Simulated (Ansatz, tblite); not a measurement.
# The cluster Al₃P₄−: a ladder of methods and basis sets

The task here is to estimate one member of a computed series from the others.

The runs use Ansatz 0.2.0, Gaussian basis; as each input shows.

Levels to be run: GFN1-xTB, GFN2-xTB, PBE-D4/def2-TZVPD, r2SCAN-D4/def2-TZVPD, HF/def2-TZVPD, BHLYP-D4/def2-TZVPD, PBE-D4/def2-SVPD, PBE0-D4/def2-SVPD, HF/STO-3G, HF/6-31G, B3LYP-D4/6-31G, CCSD(T)/def2-SVPD, MP2/def2-TZVPD, RPA/def2-TZVPD.

2 further runs of the same task are left out: 2 set aside as unsound or not needed.

### The structure

The singlet was relaxed beforehand with r2SCAN-D4/def2-SVPD. At that level it is the lowest of the isomers that a small search found.

7 atoms, charge -1, spin multiplicity 1.

Bond lengths: Al1–P5 2.260 Å, Al1–P6 2.343 Å, Al1–P7 2.345 Å, Al2–P4 2.260 Å, Al2–P6 2.342 Å, Al2–P7 2.344 Å, Al3–P4 2.293 Å, Al3–P5 2.293 Å. Angles: P5–Al1–P6 114.9°, P5–Al1–P7 154.1°, P6–Al1–P7 63.4°, P4–Al2–P6 114.9°, P4–Al2–P7 154.2°, P6–Al2–P7 63.4°, P4–Al3–P5 145.1°, Al2–P4–Al3 70.5°, Al1–P5–Al3 70.5°, Al1–P6–Al2 80.1°, Al1–P7–Al2 80.0°.

Geometry (Å):

```xyz
7
charge -1, multiplicity 1
Al   -1.18231   -0.40580   -1.05815
Al    0.49349    1.41326    0.66236
Al    0.96810   -1.13832    0.25996
P     2.50239    0.41961    0.95082
P     0.07132   -2.22078   -1.55116
P    -1.35173    0.08553    1.22607
P    -1.50126    1.84649   -0.48991
```

The ion is computed in the gas phase, without counter-ions or solvent.

PBE0-D4/def2-TZVPD was run before; its log isn't repeated, and its numbers join the tables.

Set-up of the first run:

Tight binding, by tblite at 300 K electronic temperature and without a spin-polarisation term:

```python
tblite.interface.Calculator('GFN1-xTB', numbers, positions, charge=-1, uhf=0).singlepoint()
```

Tight binding, by tblite at 300 K electronic temperature and without a spin-polarisation term:

```python
tblite.interface.Calculator('GFN2-xTB', numbers, positions, charge=-1, uhf=0).singlepoint()
```

start.molden holds the orbitals of an earlier run on this state, given as this run's starting guess.

in.yaml reads:

```yaml
crystal:
  periodic: [false, false, false]
  atoms:
    - {symbol: Al, position_ang: [-1.182309, -0.405797, -1.058150]}
    - {symbol: Al, position_ang: [0.493491, 1.413263, 0.662363]}
    - {symbol: Al, position_ang: [0.968099, -1.138321, 0.259962]}
    - {symbol: P, position_ang: [2.502393, 0.419607, 0.950823]}
    - {symbol: P, position_ang: [0.071319, -2.220777, -1.551160]}
    - {symbol: P, position_ang: [-1.351732, 0.085531, 1.226074]}
    - {symbol: P, position_ang: [-1.501261, 1.846494, -0.489911]}
basis:
  gaussian: {orbitals: def2-TZVPD, initial_orbitals: start.molden}
total_charge: -1
hamiltonian: {xc: pbe, dispersion: d4}
scf: {omitted_lower_state_checks: [starts]}
output: {orbitals: {seedname: orbitals}}
```

Run with:

```
$ ansatz run in.yaml --threads 4 --pin off --events-out ev --progress --plain --max-ram 4787MiB
```

Among the steps run: PBE-D4/def2-TZVPD; r2SCAN-D4/def2-TZVPD; HF/def2-TZVPD; BHLYP-D4/def2-TZVPD; PBE-D4/def2-SVPD; PBE0-D4/def2-SVPD; HF/STO-3G; HF/6-31G; B3LYP-D4/6-31G; CCSD(T)/def2-SVPD; MP2/def2-TZVPD; RPA/def2-TZVPD.

One table of the session follows, with a row left open; its other results are not shown here.

```
               level  LUMO (eV)  gap (eV)
           HF/STO-3G      10.50      7.73
            HF/6-31G       2.68      6.15
       HF/def2-TZVPD       2.91      6.22
    PBE-D4/def2-SVPD       0.02      0.77
   PBE-D4/def2-TZVPD      -0.03      0.77
r2SCAN-D4/def2-TZVPD       0.01      0.96
      B3LYP-D4/6-31G       0.32      1.71
   PBE0-D4/def2-SVPD       0.56      2.11
  PBE0-D4/def2-TZVPD          ?         ?
 BHLYP-D4/def2-TZVPD       1.25      3.47
```

Estimate the missing values for PBE0-D4/def2-TZVPD.

The run gave: LUMO (eV): 0.53; gap (eV): 2.12. In the column «LUMO (eV)» it lies between B3LYP-D4/6-31G (0.32) and PBE0-D4/def2-SVPD (0.56).
